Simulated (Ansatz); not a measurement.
# SrHI, space group P4/nmm: a charge-density difference against the sublattices

Program: Ansatz 0.2.0, Python API.

`srhi.py`
```python
"""Density difference of SrHI against its sublattices."""

import warnings

import ansatz as az
import numpy as np

SETTINGS = {
    "functional": "pbesol",
    "cutoff": 460,
    "kgrid": (4, 4, 4),
}

vectors0 = np.array([
    [4.371, 0.0, 0.0],
    [0.0, 4.371, 0.0],
    [0.0, 0.0, 8.45],
])
sites = [
    ("Sr", (0.0, 0.5, 0.2)),
    ("Sr", (0.5, 0.0, 0.8)),
    ("H", (0.0, 0.0, 0.0)),
    ("H", (0.5, 0.5, 0.0)),
    ("I", (0.0, 0.5, 0.7)),
    ("I", (0.5, 0.0, 0.3)),
]


def on_lattice(cell):
    crystal = az.Crystal(lattice=az.Lattice.of(cell))
    for symbol, position in sites:
        crystal = crystal.atom(symbol, position)
    return crystal

warnings.simplefilter("ignore", az.DeckWarning)

# one cutoff and one grid for all runs, so that the fields can be subtracted
def solve(crystal):
    return (
        crystal.calculation()
        .functional(SETTINGS["functional"])
        .occupations(az.OccupationsMethod.COLD)  # the run then minimises F = E - TS
        .basis(SETTINGS["cutoff"], grid_basis="typed")  # cutoff of the orbital basis
        .kpoints(*SETTINGS["kgrid"])  # the mesh must be finer for metals
        .density()
        .run(threads=1)
    )


whole = solve(on_lattice(vectors0))
difference = whole.density().channels[0].density_e_per_ang3.copy()
binding = whole.report["free_energy_ev"]
for element in ["Sr", "H", "I"]:
    part = az.Crystal(lattice=az.Lattice.of(vectors0))
    for symbol, position in sites:
        if symbol == element:
            part = part.atom(symbol, position)
    alone = solve(part)
    difference -= alone.density().channels[0].density_e_per_ang3
    binding -= alone.report["free_energy_ev"]
    print(f"{element} sublattice: {alone.report['n_electrons']:g} electrons, {alone.report['n_iterations']} iterations")

voxel = abs(np.linalg.det(vectors0)) / difference.size
print(f"energy of the crystal less its unpolarised sublattices: {binding / len(sites):.4f} eV/atom")
print(f"net charge of the difference {difference.sum() * voxel:.5f} e, charge rearranged {0.5 * np.abs(difference).sum() * voxel:.3f} e")
print(f"extremes {difference.min():.4f} and {difference.max():.4f} e/A^3")
for (symbol, position) in sites:
    index = tuple(int(round(p * n)) % n for p, n in zip(position, difference.shape))
    print(f"  change of the pseudo-density at the grid point nearest {symbol}: {difference[index]:+.4f} e/A^3")
```

```console
$ python srhi.py
Sr sublattice: 20 electrons, 7 iterations
H sublattice: 2 electrons, 6 iterations
I sublattice: 34 electrons, 8 iterations
energy of the crystal less its unpolarised sublattices: -2.5138 eV/atom
net charge of the difference -0.00000 e, charge rearranged 1.057 e
extremes -0.0535 and 0.4461 e/A^3
  change of the pseudo-density at the grid point nearest Sr: -0.0465 e/A^3
  change of the pseudo-density at the grid point nearest Sr: -0.0465 e/A^3
  change of the pseudo-density at the grid point nearest H: +0.4461 e/A^3
  change of the pseudo-density at the grid point nearest H: +0.4461 e/A^3
  change of the pseudo-density at the grid point nearest I: +0.0413 e/A^3
  change of the pseudo-density at the grid point nearest I: +0.0413 e/A^3
```

Caveats:
- Densities and potentials on the grid are those of the valence electrons, and inside the cores they hang on the potentials used.
- The structure is a deposited one; some such entries were measured under pressure or heat, so a shift against it needn't be the functional's error alone.
- Charge moved counts every rearrangement, bonding and polarisation too, and is no transfer between atoms; the bare sublattices are artificial references. Values near the nuclei depend on the potentials.
- The whole script took 9.3 s on 1 thread of Arm Neoverse V2, on a shared host, peak memory 0.47 GiB.
